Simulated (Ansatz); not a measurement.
**C₂H₇ClSi₂: one species, many methods**

How much do the methods differ for C₂H₇ClSi₂? The plan is to run it at one geometry with functionals of several rungs and with coupled cluster, and see how far each lands from CCSD(T) at the basis-set limit for the atomisation energy.

Method: functionals in def2-TZVPP, the program's frozen cores in correlated methods; program: Ansatz 0.2.0, Gaussian basis.

The runs, in order: LDA (SPW92), PBE-D4, revPBE-D4, BLYP-D4, r2SCAN-D4, B97M-V, PBE0-D4, B3LYP-D4, r2SCANh-D4, r2SCAN0-D4, HSE06-D4, BHLYP-D4, CAM-B3LYP-D4, LC-ωPBE, ωB97X-V, ωB97M-V, B2PLYP, PBE-QIDH; CCSD(T)/def2-SVP; CCSD(T)/def2-TZVPP; MP2/def2-QZVPP; extrapolation to the limit; RPA on PBE.

### 1 The relaxed structure

An earlier PBE0-D4 in a triple-zeta def2 set relaxation fixed the geometry.

SMILES `ClC1C[SiH2][SiH2]1`, 12 atoms, charge 0, spin multiplicity 1.

Atoms are counted from 1 here; the program's logs count them from 0.

Bond lengths: Cl1–C2 1.799 Å, C2–C3 1.539 Å, C2–Si5 1.919 Å, C2–H6 1.089 Å, C3–Si4 1.913 Å, C3–H7 1.092 Å, C3–H8 1.097 Å, Si4–Si5 2.333 Å, Si4–H9 1.484 Å, Si4–H10 1.488 Å, Si5–H11 1.484 Å, Si5–H12 1.492 Å. Angles: Cl1–C2–C3 109.4°, Cl1–C2–Si5 106.5°, Cl1–C2–H6 106.1°, C3–C2–Si5 98.6°, C3–C2–H6 114.8°, Si5–C2–H6 120.9°, C2–C3–Si4 99.4°, C2–C3–H7 113.7°, C2–C3–H8 108.3°, Si4–C3–H7 119.3°, Si4–C3–H8 107.6°, H7–C3–H8 107.8°, C3–Si4–Si5 75.9°, C3–Si4–H9 114.6°, C3–Si4–H10 115.3°, Si5–Si4–H9 117.4°, Si5–Si4–H10 121.3°, H9–Si4–H10 109.0° and more.

### 2 LDA

This LDA is Slater exchange with PW92 correlation.

in.yaml reads:

```yaml
crystal:
  periodic: [false, false, false]
  atoms:
    - {symbol: Cl, position_ang: [-0.852750, 2.204787, 0.358386]}
    - {symbol: C, position_ang: [0.064975, 0.754955, 0.900209]}
    - {symbol: C, position_ang: [-0.806158, -0.500464, 0.716500]}
    - {symbol: Si, position_ang: [-0.490557, -0.830299, -1.141424]}
    - {symbol: Si, position_ang: [1.372045, 0.396862, -0.459066]}
    - {symbol: H, position_ang: [0.367557, 0.954381, 1.927377]}
    - {symbol: H, position_ang: [-1.831330, -0.378611, 1.071668]}
    - {symbol: H, position_ang: [-0.350116, -1.322176, 1.282048]}
    - {symbol: H, position_ang: [-1.449392, -0.164310, -2.058167]}
    - {symbol: H, position_ang: [-0.374902, -2.264091, -1.520998]}
    - {symbol: H, position_ang: [1.978257, 1.577660, -1.122003]}
    - {symbol: H, position_ang: [2.449171, -0.483793, 0.079471]}
basis:
  gaussian: {orbitals: def2-TZVPP}
hamiltonian: {xc: lda}
output: {orbitals: {seedname: orbitals}}
```

After this run come: PBE-D4 (GGA); revPBE-D4 (GGA); BLYP-D4 (GGA); r2SCAN-D4 (meta-GGA); B97M-V (meta-GGA); PBE0-D4 (hybrid); B3LYP-D4 (hybrid); r2SCANh-D4 (hybrid); r2SCAN0-D4 (hybrid); HSE06-D4 (hybrid); BHLYP-D4 (hybrid); CAM-B3LYP-D4 (range-separated); LC-ωPBE (range-separated); ωB97X-V (range-separated); ωB97M-V (range-separated); B2PLYP (double hybrid); PBE-QIDH (double hybrid); CCSD(T) in def2-SVP; CCSD(T) in def2-TZVPP; MP2 in def2-QZVPP; RPA on PBE orbitals.

Before running them: what should the planned runs give, taken together? Wanted: atomisation energy, CCSD(T)/CBS; farthest beyond LDA; mean size of error, GGA; mean size of error, meta-GGA; mean size of error, hybrid; mean size of error, range-separated; mean size of error, double hybrid; gap, smallest and largest; T1 diagnostic.

The runs gave:

| quantity | value |
| --- | --- |
| atomisation energy, CCSD(T)/CBS | 971.2 kcal/mol |
| functionals within 4.9 kcal/mol (0.5 %) | r2SCAN-D4, PBE0-D4, B3LYP-D4, r2SCANh-D4, HSE06-D4, CAM-B3LYP-D4, ωB97M-V, PBE-QIDH |
| farthest beyond LDA | BHLYP-D4 (-21.6 kcal/mol) |
| mean size of error, GGA | 10.2 kcal/mol |
| mean size of error, meta-GGA | 4.0 kcal/mol |
| mean size of error, hybrid | 6.5 kcal/mol |
| mean size of error, range-separated | 4.3 kcal/mol |
| mean size of error, double hybrid | 9.7 kcal/mol |
| gap, smallest and largest | 5.25 eV (LDA (SPW92)), 12.16 eV (LC-ωPBE) |
| T1 diagnostic | 0.0116 |
| triples share of the correlation energy | 4.2 % |

LDA overbinds by 128.6 kcal/mol (13 %). PBE-D4 misses by +10.7 kcal/mol. Double hybrids carry the basis error of their MP2 part in triple zeta, and no dispersion term here, so their miss is partly the set-up's. The rungs meta-GGA, range-separated miss on average by less than the doubt on the reference (4.9 kcal/mol), so they tie. Misses under about 4.9 kcal/mol are within the doubt on the reference itself, which lacks core-valence correlation, relativity and higher excitations. Hartree-Fock recovers 74 % of the binding; the rest is correlation. CCSD(T) in def2-SVP is off by -58.3 kcal/mol, more than most functionals: a good method in a small basis is no reference. The gap grows from 5.3 to 12.2 eV across the functionals, mostly with the share of exact exchange.
